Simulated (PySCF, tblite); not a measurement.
# C₅H₉Cl₂ radical: geometry, infrared bands and EPR parameters

What infrared bands and EPR parameters should C₅H₉Cl₂ radical (`CC(C)(C)[C](Cl)Cl`) show?

The runs use tblite 0.8.0 and PySCF 2.14.0, with density-fitted response routines of our own; the level of theory stands in each step. All values are computed, except where a source is named. Atoms are numbered from 0 throughout.

## (1) The starting structure

16 atoms, charge 0, multiplicity 2; geometry from: force field or distance geometry start.

Bonds of the start (Å): C0–C1 1.54, C1–C2 1.53, C1–C3 1.55, C1–C4 1.53, C4–Cl5 1.73, C4–Cl6 1.71, C0–H7 1.11, C0–H8 1.09, C0–H9 1.10, C2–H10 1.09, C2–H11 1.11, C2–H12 1.10, C3–H13 1.10, C3–H14 1.10, C3–H15 1.08.

## (2) Relaxing the molecule with GFN2-xTB

Job settings and geometry (Å):

```
{"job": {"kind": "relax", "xc": "GFN2-xTB", "basis": "xTB"}, "charge": 0, "multiplicity": 2}
C      0.210200     1.319600    -0.730100
C     -0.074500     0.034700     0.063900
C     -0.330100    -1.121500    -0.912400
C      1.224600    -0.276800     0.847500
C     -1.260000     0.188100     1.011000
Cl    -2.653100     1.072000     0.487700
Cl    -1.429200    -0.835900     2.372800
H      0.344400     2.187400    -0.059200
H      1.115100     1.224000    -1.334700
H     -0.618500     1.555100    -1.417900
H      0.502700    -1.256900    -1.602200
H     -1.232200    -0.925500    -1.524700
H     -0.502700    -2.067900    -0.384700
H      1.428600     0.477400     1.615600
H      1.176300    -1.250100     1.357000
H      2.090700    -0.314800     0.198900
```

Run with:

```
> OMP_NUM_THREADS=1 python probes_run.py task.json out
```

One launch serves the whole session: the jobs run in the order shown.

**Question.** After this job, these run on its result: GFN2-xTB harmonic vibrations, gas phase; UKS B3LYP, pcH-1 on C Cl H, non-relativistic, mean-field spin-orbit, GIAO. What will the session give for the following? strongest single infrared mode (GFN2-xTB); zero-point energy (GFN2-xTB); g(iso) (B3LYP); ⟨S²⟩; largest a(iso) (averaged by class); surface potential, 1st and 99th percentile.

As calculated:

| quantity | value |
| --- | --- |
| strongest single infrared mode (GFN2-xTB) | 3046 cm⁻¹, 77 km/mol |
| zero-point energy (GFN2-xTB) | 79.6 kcal/mol |
| g(iso) (B3LYP) | 2.00801 |
| ⟨S²⟩ | 0.754 (exact 0.75) |
| largest a(iso) (averaged by class) | 13C on C4, 250.9 MHz |
| surface potential, 1st and 99th percentile | -0.48 V and 0.79 V |

In words: Relaxing lowered the energy by 0.124 eV in 44 steps; the bonded pair that moved most is C1–C4, from 1.525 to 1.501 Å. All 42 modes are real, so the xTB geometry is a minimum. GFN2-xTB is a fitted tight-binding method: band positions and strengths are rough. Its intensities can rank the bands wrongly. Most of the unpaired spin sits on C4 (0.83 e). The isotropic g lies 5.7 ppt above the free-electron value.
